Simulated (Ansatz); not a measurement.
**C2H3ClOSi: basis-set convergence**

An exercise on one series of results from a longer session: the logs are not shown, and one member is left open.

Method: one geometry, several basis sets; program: Ansatz 0.2.0, Gaussian basis.

Plan: PBE0-D4/def2-SVP; ωB97M-V/def2-SVP; PBE0-D4/def2-QZVPP; ωB97M-V/def2-QZVPP; the functionals' def2-TZVPP values are taken from earlier runs.

### Structure used throughout

The geometry comes from an earlier relaxation with PBE0-D4 in a triple-zeta def2 set; it is a stationary point, not always the lowest conformer.

SMILES `OC1=C[SiH]1Cl`, 8 atoms, charge 0, spin multiplicity 1.

Atoms are counted from 1 here; the program's logs count them from 0.

Bond lengths: O1–C2 1.328 Å, O1–H6 0.966 Å, C2–C3 1.346 Å, C2–Si4 1.787 Å, C3–Si4 1.789 Å, C3–H7 1.083 Å, Si4–Cl5 2.051 Å, Si4–H8 1.476 Å. Angles: C2–O1–H6 109.5°, O1–C2–C3 138.3°, O1–C2–Si4 153.7°, C3–C2–Si4 68.0°, C2–C3–Si4 67.8°, C2–C3–H7 136.8°, Si4–C3–H7 155.4°, C2–Si4–C3 44.2°, C2–Si4–Cl5 122.7°, C2–Si4–H8 124.9°, C3–Si4–Cl5 122.8°, C3–Si4–H8 125.1°, Cl5–Si4–H8 105.9°.

The first run:

Contents of in.yaml:

```yaml
crystal:
  periodic: [false, false, false]
  atoms:
    - {symbol: O, position_ang: [1.676859, 0.700026, 0.833801]}
    - {symbol: C, position_ang: [0.546615, 0.285225, 0.272625]}
    - {symbol: C, position_ang: [-0.729570, 0.054863, 0.634099]}
    - {symbol: Si, position_ang: [-0.434978, -0.326512, -1.089269]}
    - {symbol: Cl, position_ang: [-0.281151, -2.246925, -1.792344]}
    - {symbol: H, position_ang: [1.528771, 0.866698, 1.774198]}
    - {symbol: H, position_ang: [-1.317649, 0.122411, 1.541364]}
    - {symbol: H, position_ang: [-0.896696, 0.487214, -2.230275]}
basis:
  gaussian: {orbitals: def2-SVP}
hamiltonian: {xc: pbe0, dispersion: d4}
output: {orbitals: {seedname: orbitals}}
```

Started as:

```console
$ ansatz run in.yaml --threads 2 --pin off --events-out ev --progress --plain --max-ram 4352MiB
```

Steps of the session up to this table: PBE0-D4 in def2-SVP; ωB97M-V in def2-SVP; PBE0-D4 in def2-QZVPP; ωB97M-V in def2-QZVPP.

One of the session's tables, all rows but one given; the rest of the session is left out.

It belongs to the step «Functionals by basis». 

| functional | basis | HOMO (eV) | LUMO (eV) |
| --- | --- | --- | --- |
| PBE0-D4 | def2-SVP | -7.66 | 0.41 |
| PBE0-D4 | def2-TZVPP | ? | ? |
| PBE0-D4 | def2-QZVPP | -7.77 | -0.21 |
| ωB97M-V | def2-SVP | -9.78 | 2.35 |
| ωB97M-V | def2-TZVPP | -9.90 | 1.72 |
| ωB97M-V | def2-QZVPP | -9.93 | 1.21 |

Estimate the missing values for PBE0-D4, def2-TZVPP.

As computed: HOMO (eV): -7.74; LUMO (eV): -0.01. In the column «HOMO (eV)» it lies between PBE0-D4, def2-QZVPP (-7.77) and PBE0-D4, def2-SVP (-7.66).
